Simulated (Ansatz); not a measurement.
**MoS2: a run for elastic constants**

The task is a run for elastic constants on MoS2. The structure is shown as the input types it.

Computed with Ansatz 0.2.0 (DFT, PBEsol, PAW with Ansatz's default frozen-core files, scalar-relativistic; elastic constants from stresses of strained cells, unless a step's input says otherwise).

## Step 1: The system as given

It takes space group P6_3/mmc (No. 194, hexagonal). The conventional cell has a = 5.905 Å, b = 5.905 Å, c = 22.689 Å, α = 90.00°, β = 90.00°, γ = 120.00°.

Coordinates:

```cif
data_structure
_symmetry_space_group_name_H-M 'P6_3/mmc'
_symmetry_Int_Tables_number 194
_cell_length_a 5.9046
_cell_length_b 5.9046
_cell_length_c 22.6886
_cell_angle_alpha 90.000
_cell_angle_beta 90.000
_cell_angle_gamma 120.000
_cell_volume 685.05
loop_
_atom_site_label
_atom_site_type_symbol
_atom_site_symmetry_multiplicity
_atom_site_Wyckoff_symbol
_atom_site_fract_x
_atom_site_fract_y
_atom_site_fract_z
_atom_site_occupancy
Mo1 Mo 2 c 0.33333 0.66667 0.25000 1
S1 S 4 f 0.33333 0.66667 0.61996 1
```

## Step 2: Running it

The input, input.yaml:

```yaml
crystal:
  lattice:
    - [5.90463809, 0.0, 0.0]
    - [-2.95231905, 5.11356659, 0.0]
    - [0.0, 0.0, 22.68855917]
  atoms:
    - { symbol: Mo, position: [0.333333333333, 0.666666666667, 0.25] }
    - { symbol: Mo, position: [0.666666666667, 0.333333333333, 0.75] }
    - { symbol: S, position: [0.333333333333, 0.666666666667, 0.619960783986] }
    - { symbol: S, position: [0.666666666667, 0.333333333333, 0.119960783986] }
    - { symbol: S, position: [0.333333333333, 0.666666666667, 0.880039216014] }
    - { symbol: S, position: [0.666666666667, 0.333333333333, 0.380039216014] }
kpoints:
  mp_grid: { grid: [8, 8, 2] }
scf:
  occupations: { method: fixed }
  max_iter: 75
hamiltonian:
  xc: pbesol
  pseudopotentials: { kind: paw }
elastic:
  mode: relaxed_ion
  stencil: two_point
  amplitude: 0.003
```

Started as:

```bash
> ansatz run input.yaml --threads 2 --pin off --max-ram 6144MiB --backend cpu --events-out ev --progress --plain --runs-dir out
```

**Question.** How will this run end, and is anything wrong with its input?

The first SCF converged in 34 cycles; a further one, begun by the search for a lower state, ran out of the shared limit after 75. The density residual dr2 goes down and up again; it began at 5.44, its best value was 0.00492 and its last 0.0538 eV (threshold 1.0e-13). Nothing that it prints is a result.

A unit slip: numbers in bohr are taken as ångström. The shortest distance in the input is 4.51 Å, between atoms 1 (Mo) and 4 (S).

What to do: convert the lengths to the unit that the input reads.
